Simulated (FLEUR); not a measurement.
# NbTe: single point with PBEsol

The system is NbTe.

```
Te Nb
1.0
     3.70297    0.00000    0.00000
    -1.85149    3.20687    0.00000
     0.00000    0.00000    3.69421
Te Nb
1 1
Direct
  0.66667 0.33333 0.00000
  0.00000 0.00000 0.50000
```

The cell comes from a database or a generator and needn't be the stable form of this composition.

```yaml
Program: FLEUR MaX-R8.1 (later development tree)
Task: single point
Functional: PBEsol
Potentials_or_basis: all-electron
Basis: FLAPW
Kmax: 4.32 1/bohr
k_mesh: 8 × 8 × 7
Occupations: fermi-dirac, width 0.05 eV
Spin: no spin polarisation
Gmax: 13.4 1/bohr
Muffin-tin_radii: Te 2.27, Nb 2.52 bohr
lmax: Te 9, Nb 10
lnonsphr: Te 9, Nb 10
Local_orbitals_a_species: Te 6, Nb 5
Max_iterations: 60
Mixing_factor: 0.05
Mixer: Anderson
Mixer_history: 15
Density_convergence: 1e-05 me/bohr^3
```

- Band gap on the k mesh: none (metal or under the smearing width)
- Valence electrons inside the program's atomic spheres: Te 19.00; Nb 10.99 (radii Te 2.27, Nb 2.52 bohr)

Levels at points of the mesh, in eV from the Fermi level:
```tsv
k point	band 16	band 17	band 18	band 19	band 20	band 21
(0.00, 0.00, 0.00)	-3.02	-2.35	0.13	0.13	2.44	2.44
(0.00, 0.50, 0.00)	-2.65	-2.61	-0.20	1.23	1.48	3.02
```

Core levels (eV from the Fermi level):
```csv
atom,levels
1 Te,"1s1/2 -31588.1, 2s1/2 -4839.9, 2p1/2 -4535.0, 2p3/2 -4260.7, 3s1/2 -960.1, 3p1/2 -834.8, 3p3/2 -783.7, 4s1/2 -160.5, 3d3/2 -562.3, 3d5/2 -551.6"
2 Nb,"1s1/2 -18785.2, 2s1/2 -2625.0, 2p1/2 -2409.2, 2p3/2 -2313.6, 3s1/2 -435.5, 3p1/2 -354.3, 3p3/2 -338.8, 3d3/2 -195.2, 3d5/2 -192.3"
```

Run time: 2.6 min on 1 thread of Arm Neoverse V1 (shared host), peak memory 0.08 GiB.

Spin-orbit coupling is left out, which matters for the levels of Te.
